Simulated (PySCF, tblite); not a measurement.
**C6H12N2SSi: infrared bands and NMR shifts**

Aim: predict the infrared bands and NMR shifts of C6H12N2SSi (`Cc1nnc([Si](C)(C)C)s1`).

Computed with tblite 0.8.0 and PySCF 2.14.0, with density-fitted response routines of our own, on a single molecule in the gas phase. Atoms count from 0, in the outputs and in this text.

### 1 The starting structure

22 atoms, charge 0, multiplicity 1; geometry from: GFN2-xTB.

Bonds of the start (Å): C0–C1 1.48, C1–N2 1.28, N2–N3 1.33, N3–C4 1.28, C4–Si5 1.89, Si5–C6 1.91, Si5–C7 1.91, Si5–C8 1.90, C4–S9 1.76, S9–C1 1.76, C0–H10 1.09, C0–H11 1.09, C0–H12 1.09, C6–H13 1.09, C6–H14 1.09, C6–H15 1.09, C7–H16 1.09, C7–H17 1.09, C7–H18 1.09, C8–H19 1.08, C8–H20 1.08, C8–H21 1.09.

### 2 Vibrational analysis with GFN2-xTB

The job: settings as JSON, then the geometry in Å.

```
{"job": {"kind": "ir", "xc": "GFN2-xTB", "basis": "xTB"}, "charge": 0, "multiplicity": 1}
C      4.168296    -0.017014    -0.833548
C      2.812717    -0.056914    -0.244622
N      2.557773    -0.252065     0.998412
N      1.266268    -0.247372     1.297229
C      0.479745    -0.049727     0.302603
Si    -1.410819     0.014238     0.390216
C     -1.938575     1.730855    -0.250749
C     -2.065729    -1.355484    -0.763592
C     -1.923621    -0.264655     2.195918
S      1.359411     0.163306    -1.206204
H      4.346852     0.947399    -1.307378
H      4.273991    -0.791348    -1.592363
H      4.902028    -0.176487    -0.048082
H     -3.018043     1.842010    -0.223675
H     -1.511121     2.526786     0.352401
H     -1.617750     1.887037    -1.276963
H     -1.746171    -1.196105    -1.789733
H     -3.150852    -1.384024    -0.758174
H     -1.710206    -2.334963    -0.456591
H     -1.573942    -1.225547     2.558684
H     -1.506910     0.499184     2.844019
H     -3.003754    -0.239726     2.301046
```

**Question.** This job is followed by: GIAO PBE0/pcSseg-1 NMR shielding, non-relativistic, gas phase. Predict these results of the whole session: strongest single infrared mode (GFN2-xTB); zero-point energy (GFN2-xTB); ¹³C shifts against TMS (PBE0/pcSseg-1, means over atoms taken as alike); ¹H shifts against TMS (PBE0/pcSseg-1, means over atoms taken as alike); ¹⁵N shifts against NH3 (PBE0/pcSseg-1); ²⁹Si shifts against TMS (PBE0/pcSseg-1); ³³S shifts against CS2 (PBE0/pcSseg-1).

The runs gave:

```
                                                               quantity                        value
                              strongest single infrared mode (GFN2-xTB)         865 cm⁻¹, 295 km/mol
                                           zero-point energy (GFN2-xTB)               106.8 kcal/mol
¹³C shifts against TMS (PBE0/pcSseg-1, means over atoms taken as alike)  176.4, 171.7, 18.3, 0.2 ppm
 ¹H shifts against TMS (PBE0/pcSseg-1, means over atoms taken as alike)               2.95, 0.39 ppm
                                 ¹⁵N shifts against NH3 (PBE0/pcSseg-1)             418.2, 397.4 ppm
                                ²⁹Si shifts against TMS (PBE0/pcSseg-1)                     -5.6 ppm
                                 ³³S shifts against CS2 (PBE0/pcSseg-1)                      325 ppm
```

In words: No mode is imaginary among the 60: a minimum at this level. The strongest single mode, at 865 cm⁻¹, has its largest shares on H21, H13, H17 and Si5 (the list is cut at 4 atoms). Unscaled tight-binding wavenumbers are off by several per cent, some by more. Its intensities can rank the bands wrongly. The most deshielded hydrogen is H10, H11, H12 (mean) (hydrogen on a methyl carbon on an aromatic ring), at 2.95 ppm: benzylic-type position, deshielded by the ring. At PBE0/pcSseg-1: Shielding is most anisotropic at N3 (span 577 ppm, paramagnetic term -480 ppm). NICS(1)zz of -27 ppm above the planar ring from C1 marks a diatropic (aromatic) ring current.
